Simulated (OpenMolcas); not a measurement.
**Mo⁵⁺ with 4 ligands (hydroxide): CASSCF and CASPT2 levels and susceptibility**

Aim: the ligand-field states of Mo⁵⁺ in this surrounding, its lowest levels with spin-orbit coupling and its magnetic susceptibility.

The numbers are computed with OpenMolcas 26.06 (state-averaged CASSCF and CASPT2, spin-orbit coupling by RASSI with atomic mean-field integrals), except any that are marked as measured or tabulated.

### 1 The atom as given

* Species: Mo⁵⁺ (molybdenum, Z = 42, 37 electrons)
* Basis: ANO-RCC-VTZP [7s6p4d2f1g], 144 functions with the ligands
* Scalar Hamiltonian: DKH2, point nucleus
* Inactive shells: 1s 2s 2p 3s 3p 3d 4s 4p of the metal, and all ligand shells
* Active space: 1 electron in 5 orbitals (4d)
* Some configurations of this space: 4d
* Orbitals: optimised for each spin and parity, averaged over all roots

Outer shells as boxes (Hund's rule):

4d
```
4d [↑ ][  ][  ][  ][  ]
```

Mo⁵⁺ is taken with 4 ligands (hydroxide) in tetrahedron coordination (S4) at 1.67 Å. Ligand basis ANO-RCC-VDZP. The distances are assumed, not relaxed.

```xyz
9

Mo    0.0000    0.0000    0.0000
O     0.9642    0.9642    0.9642
H     0.5792    1.8225    1.2009
O     0.9642   -0.9642   -0.9642
H     1.8225   -0.5792   -1.2009
O    -0.9642    0.9642   -0.9642
H    -1.8225    0.5792   -1.2009
O    -0.9642   -0.9642    0.9642
H    -0.5792   -1.8225    1.2009
```

The work runs as a chain of OpenMolcas steps in one folder; each step below is one input file. Labels, J, g values, rates, χT and fits are worked out afterwards by a script from the matrices that RASSI stores.

### 2 GATEWAY and SEWARD: basis and integrals

a.inp

```
&GATEWAY
Coord
9

Mo 0.0 0.0 0.0
O 0.964175 0.964175 0.964175
H 0.579223 1.822484 1.200854
O 0.964175 -0.964175 -0.964175
H 1.822484 -0.579223 -1.200854
O -0.964175 0.964175 -0.964175
H -1.822484 0.579223 -1.200854
O -0.964175 -0.964175 0.964175
H -0.579223 -1.822484 1.200854
Basis=Mo.ANO-RCC-VTZP,H.ANO-RCC-VDZP,O.ANO-RCC-VDZP
Group=NoSym
NoMove
AngMom=0.0 0.0 0.0
AMFI
RICD
&SEWARD
```

On the command line:

```sh
$ OMP_NUM_THREADS=1 MOLCAS_MEM=2457 MOLCAS_PROJECT=a pymolcas a.inp > a.log
```

### 3 Reference wave functions, doublets, 5 roots

a.inp

```
&RASSCF
FileOrb=start.orb
Symmetry=1
Spin=2
nActEl=1 0 0
Inactive=38
Ras2=5
CIRoot=5 5 1
SDav=5
CIMx=300
Iter=150 100
PrWF=0.3
OrbListing=Nothing
MaxOrb=0
LevShft=1.0
>>> COPY $Project.JobIph JOB001
```

start.orb holds start orbitals that the driver prepared beforehand, or those of the step before.

### 4 State interaction with spin-orbit coupling

a.inp

```
&RASSI
NrOfJobIphs=1 5
1 2 3 4 5
IphNames
JOB001
EJob
SpinOrbit
DIPRint=1.0
SOCoupling=1000.0
Subsets=2
Property=9
'ANGMOM' 1 'ANGMOM' 2 'ANGMOM' 3 'MLTPL  1' 1 'MLTPL  1' 2 'MLTPL  1' 3
'AMFI' 1 'AMFI' 2 'AMFI' 3
SOProperty=3
'ANGMOM' 1 'ANGMOM' 2 'ANGMOM' 3
```

### 5 CASPT2: IPEA 0.25, imaginary shift 0.1 (closed shells correlated: 4s 4p of the metal, with ligand shells; the Frozen line counts the rest)

a.inp

```
>>> COPY JOB001 $Project.JobIph
&CASPT2
Multistate=5 1 2 3 4 5
NoMult
Frozen=18
IPEA=0.25
Imaginary=0.1
MaxIter=60
WThr=0.0 0.3 0.05
PrWF=0.5
NoMix
```

(Steps that only read results are left out.)

What does the calculation give? Wanted: spin-free ground state; first state of the same spin within the active space; lowest level; next level.

**Answer**, as computed:

| quantity | value |
| --- | --- |
| method | SS-CASPT2, IPEA 0.25, imaginary shift 0.1 (closed shells correlated: 4s 4p of the metal, with ligand shells; the Frozen line counts the rest) |
| spin-free ground state | doublet, 1-fold in its orbital part |
| first state of the same spin within the active space | doublet at 14300 cm⁻¹ |
| lowest level | 2-fold, g = 1.93, 1.98, 1.98 |
| next level | 14246.2 cm⁻¹ |
| χT at 300 K | 0.36 cm³ K/mol |
| effective moment at 300 K | 1.71 μB |

Cost by method:

```
                                              method  time of its own steps  time with the reference
                                           A. CASSCF                   29 s                     29 s
B. SS-CASPT2, IPEA 0.25, imaginary shift 0.1, +4s 4p                   38 s                     67 s
```

Times are of one thread on a shared host.

What this shows: The spin-free ground state (doublet) is 1-fold and keeps the highest spin of the shell. χT at 300 K is 0.36, against 0.38 cm³ K/mol for the spin alone; near agreement at one temperature doesn't show that the orbital moment is quenched. The bonds are covalent and no ligand orbital is active, so the numbers are rough.
